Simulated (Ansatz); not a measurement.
# CH4ClO2Sb: the cost of one run

Computed with Ansatz 0.2.0, Gaussian basis. Level: the settings change from run to run.

## (1) The geometry

An earlier PBE0-D4 in a triple-zeta def2 set relaxation fixed the geometry. Sb takes a core potential in def2 sets; no spin-orbit term is included.

SMILES `OC(Cl)[O][SbH2]`, 9 atoms, charge 0, spin multiplicity 1.

Atoms are counted from 1 here; the program's logs count them from 0.

Bond lengths: O1–C2 1.381 Å, O1–H6 0.965 Å, C2–Cl3 1.811 Å, C2–O4 1.358 Å, C2–H7 1.094 Å, O4–Sb5 2.005 Å, Sb5–H8 1.717 Å, Sb5–H9 1.714 Å. Angles: C2–O1–H6 108.0°, O1–C2–Cl3 110.4°, O1–C2–O4 113.8°, O1–C2–H7 106.3°, Cl3–C2–O4 107.0°, Cl3–C2–H7 105.6°, O4–C2–H7 113.5°, C2–O4–Sb5 115.7°, O4–Sb5–H8 94.4°, O4–Sb5–H9 90.9°, H8–Sb5–H9 91.0°.

## (2) HSE06/x2c-TZVPPall

Options: multiplicity 3, high accuracy.

in.yaml

```yaml
crystal:
  periodic: [false, false, false]
  atoms:
    - {symbol: O, position_ang: [-0.656843, 1.445468, 0.310478]}
    - {symbol: C, position_ang: [0.217845, 0.473993, 0.755088]}
    - {symbol: Cl, position_ang: [0.329949, 0.504935, 2.561884]}
    - {symbol: O, position_ang: [-0.139543, -0.787248, 0.401469]}
    - {symbol: Sb, position_ang: [-0.544955, -1.062265, -1.542676]}
    - {symbol: H, position_ang: [-1.506957, 1.302151, 0.745054]}
    - {symbol: H, position_ang: [1.209119, 0.764148, 0.394331]}
    - {symbol: H, position_ang: [0.818050, -0.171100, -2.088146]}
    - {symbol: H, position_ang: [0.361933, -2.516183, -1.554685]}
basis:
  gaussian: {orbitals: x2c-TZVPPall}
magnetization: {spin_polarized: true, initial_magnetization: 2}
hamiltonian: {xc: {name: HSE06}}
accuracy: high
output: {forces: true}
```

Command:

```
ansatz run in.yaml --threads 4 --pin off --events-out ev --progress --plain --max-ram 10444MiB
```

What time and memory should one allow on 4 threads of Arm Neoverse V1, shared host?

About 44 s, with a peak of 2.5 GiB.
